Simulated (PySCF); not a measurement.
**Yb(OH)3: other functionals and bases at one geometry**

How far do other levels of theory move the description of Yb(OH)3, and what does each cost? It is a constructed species; whether it can be made isn't addressed.

The runs use PySCF 2.14.0; several levels, as the steps say, no spin–orbit coupling.

1 further run of the same task is left out (for a known fault of the program).

### 1 Starting geometry

7 atoms, charge 0, spin multiplicity 1.

Bond lengths: Yb1–O2 2.001 Å, Yb1–O4 2.001 Å, Yb1–O6 2.001 Å, O2–H3 0.954 Å, O4–H5 0.954 Å, O6–H7 0.954 Å. Angles: O2–Yb1–O4 120.0°, O2–Yb1–O6 120.0°, O4–Yb1–O6 120.0°, Yb1–O2–H3 179.9°, Yb1–O4–H5 179.9°, Yb1–O6–H7 179.9°.

Geometry (Å):

```xyz
7

Yb    0.0000    0.0000    0.1427
O     2.0013    0.0000    0.1448
H     2.9557    0.0000    0.1467
O    -1.0007    1.7332    0.1448
H    -1.4779    2.5597    0.1467
O    -1.0007   -1.7332    0.1448
H    -1.4778   -2.5597    0.1467
```

Formal oxidation states: Yb +3. Each metal's 13 4f electrons lie in its core potential, so multiplicities, spins and levels count the valence alone. An earlier session relaxed this geometry at PBE0, Yb lcecp-1-SVP with ECP59, O def2-SVP, H def2-SVP (singlet, point group D3h).

At PBE0 on the finer grid: E = -266.652482 Eh, HOMO -7.68 eV, LUMO -1.29 eV, Mulliken charge on Yb1 +1.05 e, largest force component 0.001 eV/Å. 

Levels to run: BLYP; TPSS; PBE0, TZVP. Hardware: 2 threads of Intel Xeon Platinum 8259CL at 2.50GHz (Skylake/Cascade Lake), shared host.

### 2 BLYP

run.py (the lines that set the calculation) reads:

```python
mol = gto.M(atom='''
Yb     0.00000     0.00000     0.14267
O      2.00135     0.00002     0.14477
H      2.95569     0.00003     0.14669
O     -1.00069     1.73321     0.14477
H     -1.47787     2.55969     0.14669
O     -1.00066    -1.73323     0.14477
H     -1.47782    -2.55972     0.14669''',
    basis={'Yb': 'lcecp-1-SVP', 'O': 'def2-SVP', 'H': 'def2-SVP'},
    ecp={'Yb': 'lcecp-1-SVP'},
    charge=0, spin=0)
mf = dft.RKS(mol, xc='BLYP')
mf.grids.atom_grid = (75, 302)  # f atoms: unpruned, at least (60, 302)
mf = mf.density_fit()  # fitting sets: Yb AutoAux, O def2-universal-JKFIT, H def2-universal-JKFIT
mf.conv_tol = 1e-08; mf.max_cycle = 55
mf.kernel(dm0)  # dm0: the density of the relaxed state
```

Started as:

```bash
> OMP_NUM_THREADS=2 python run.py
```

### 3 TPSS

Changes to run.py (the lines that set the calculation) since step 2:

```diff
@@ -11,3 +11,3 @@
     charge=0, spin=0)
-mf = dft.RKS(mol, xc='BLYP')
+mf = dft.RKS(mol, xc='TPSS')
 mf.grids.atom_grid = (75, 302)  # f atoms: unpruned, at least (60, 302)
```

### 4 PBE0, TZVP

Basis: Yb lcecp-1-TZVP with ECP59, O def2-TZVP, H def2-TZVP. 

run.py (the lines that set the calculation) reads:

```python
mol = gto.M(atom='''
Yb     0.00000     0.00000     0.14267
O      2.00135     0.00002     0.14477
H      2.95569     0.00003     0.14669
O     -1.00069     1.73321     0.14477
H     -1.47787     2.55969     0.14669
O     -1.00066    -1.73323     0.14477
H     -1.47782    -2.55972     0.14669''',
    basis={'Yb': 'lcecp-1-TZVP', 'O': 'def2-TZVP', 'H': 'def2-TZVP'},
    ecp={'Yb': 'lcecp-1-TZVP'},
    charge=0, spin=0)
mf = dft.RKS(mol, xc='PBE0')
mf.grids.atom_grid = (75, 302)  # f atoms: unpruned, at least (60, 302)
mf = mf.density_fit()  # fitting sets: Yb AutoAux, O def2-universal-JKFIT, H def2-universal-JKFIT
mf.conv_tol = 1e-08; mf.max_cycle = 55
mf.kernel(dm0)  # dm0: free metal ions and neutral atoms
```

Q: Predict the outcome of this session. Wanted: for each run, HOMO; gap; charge on Yb1; dipole; largest force.

The runs gave:

| level | state | HOMO (eV) | gap (eV) | charge on Yb1 (e) | dipole (D) | largest force (eV/Å) | basis functions | time |
| --- | --- | --- | --- | --- | --- | --- | --- | --- |
| PBE0 (relaxed here) | singlet | -7.68 | 6.39 | 1.05 | 0.01 | 0.00 | 90 | 20 s |
| BLYP | singlet | -5.86 | 3.77 | 0.79 | 0.01 | 0.68 | 90 | 10 s |
| TPSS | singlet | -6.06 | 4.31 | 0.94 | 0.01 | 0.52 | 90 | 13 s |
| PBE0, TZVP | singlet | -7.91 | 6.56 | 1.65 | 0.01 | 0.26 | 158 | 22 s |

Times are on 2 threads of Intel Xeon Platinum 8259CL at 2.50GHz (Skylake/Cascade Lake), shared host; the first row also made further properties.

In one basis the HOMO–LUMO gap runs from 3.77 eV (BLYP) to 6.39 eV (PBE0). The largest leftover force, 0.68 eV/Å with BLYP, stands at a geometry relaxed at another level. The Mulliken charge on Yb spans +0.79 to +1.65 e over the levels. With 4f in the core, its levels are missing from HOMO and gap. Total energies of different levels can't be compared. Spin–orbit coupling is left out throughout.
